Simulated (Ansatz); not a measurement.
# Rb2NbF6: the cost of one run

Program: Ansatz 0.2.0. Level of theory: DFT PBEsol+U (U_eff = 7 eV on Nb d), plane waves, PAW. These are calculated values, not measurements.

**1. The structure to begin with**

The structure is trigonal, space group P-3m1 (No. 164). Conventional cell: a = 6.071 Å, b = 6.071 Å, c = 4.801 Å, α = 90.00°, β = 90.00°, γ = 120.00°. Rb (site symmetry 3m) has 12 F at 2.92 to 3.17 Å as nearest neighbours. Around Nb (site symmetry -3m) lie 6 F at 1.91 Å. F (site symmetry m) has 1 Nb at 1.91 Å as nearest neighbours.

Structure file:

```xyz
9
Lattice="6.0709 0.0000 0.0000 -3.0354 5.2576 0.0000 0.0000 0.0000 4.8006" Properties=species:S:1:pos:R:3 pbc="T T T"
Rb    0.0000    3.5050    3.2116
Rb    3.0354    1.7525    1.5890
Nb    0.0000    0.0000    0.0000
F    -1.6149    4.4374    0.9697
F     0.0000    1.6404    0.9697
F     1.6149    4.4374    0.9697
F     4.6503    0.8202    3.8309
F     1.4206    0.8202    3.8309
F     3.0354    3.6172    3.8309
```

An earlier series on this cell reached its lowest free state from «ferromagnetic start, free, symmetry kept, no search», perhaps among other starts.

**2. Total moment locked, 0.90 μB per cell**

Input file input.yaml:

```yaml
crystal:
  lattice:
    - [6.07089887, 0.0, 0.0]
    - [-3.03544944, 5.25755265, 0.0]
    - [0.0, 0.0, 4.80060035]
  atoms:
    - { symbol: Rb, position: [0.3333333333, 0.6666666667, 0.669] }
    - { symbol: Rb, position: [0.6666666667, 0.3333333333, 0.331] }
    - { symbol: Nb, position: [0.0, 0.0, 0.0], spin: 0.9 }
    - { symbol: F, position: [0.156, 0.844, 0.202] }
    - { symbol: F, position: [0.156, 0.312, 0.202] }
    - { symbol: F, position: [0.688, 0.844, 0.202] }
    - { symbol: F, position: [0.844, 0.156, 0.798] }
    - { symbol: F, position: [0.312, 0.156, 0.798] }
    - { symbol: F, position: [0.844, 0.688, 0.798] }
basis:
  ecutwfc: 420
  ecutrho_ratio: 4
kpoints:
  mp_grid: { grid: [4, 4, 4] }
hamiltonian:
  xc: pbesol
  hubbard:
    sites:
      - { site: 2, l: d, u_eff: 7.0, starting_ns: [{ spin: up, occupation_matrix: s2up }, { spin: down, occupation_matrix: s2down }] }
    occupation_matrices:
      s2up:
        matrix:
          - [0.97, 0.0, 0.0, 0.0, 0.0]
          - [0.0, 0.02, 0.0, 0.0, 0.0]
          - [0.0, 0.0, 0.02, 0.0, 0.0]
          - [0.0, 0.0, 0.0, 0.02, 0.0]
          - [0.0, 0.0, 0.0, 0.0, 0.02]
      s2down:
        matrix:
          - [0.02, 0.0, 0.0, 0.0, 0.0]
          - [0.0, 0.02, 0.0, 0.0, 0.0]
          - [0.0, 0.0, 0.02, 0.0, 0.0]
          - [0.0, 0.0, 0.0, 0.02, 0.0]
          - [0.0, 0.0, 0.0, 0.0, 0.02]
    ns_hold: { iters: 8 }
scf:
  occupations: { method: gaussian, width: 0.05 }
  lower_state_search: "off"
  max_iter: 150
output:
  forces: true
  stress: true
  eigenvalues: true
  populations: true
  hubbard: { sites: [{ site: 2, l: d }] }
magnetization:
  spin_polarized: true
  initial_magnetization: 0.9
  spin_locking: { lock_magnetization: hard }
```

The typed matrices put 0.97 on the chosen orbitals and 0.02 on the others, and are held for 8 cycles. The lock stays on to the end, so the result is a constrained state.

Launch:

```sh
$ ansatz run input.yaml --threads 4 --pin off --max-ram 6144MiB --backend cpu --events-out ev --progress --plain --runs-dir out
```

Q: Estimate wall time and peak memory on 4 threads of Arm Neoverse V2, shared host.

About 6.5 s, with a peak of 0.62 GiB.
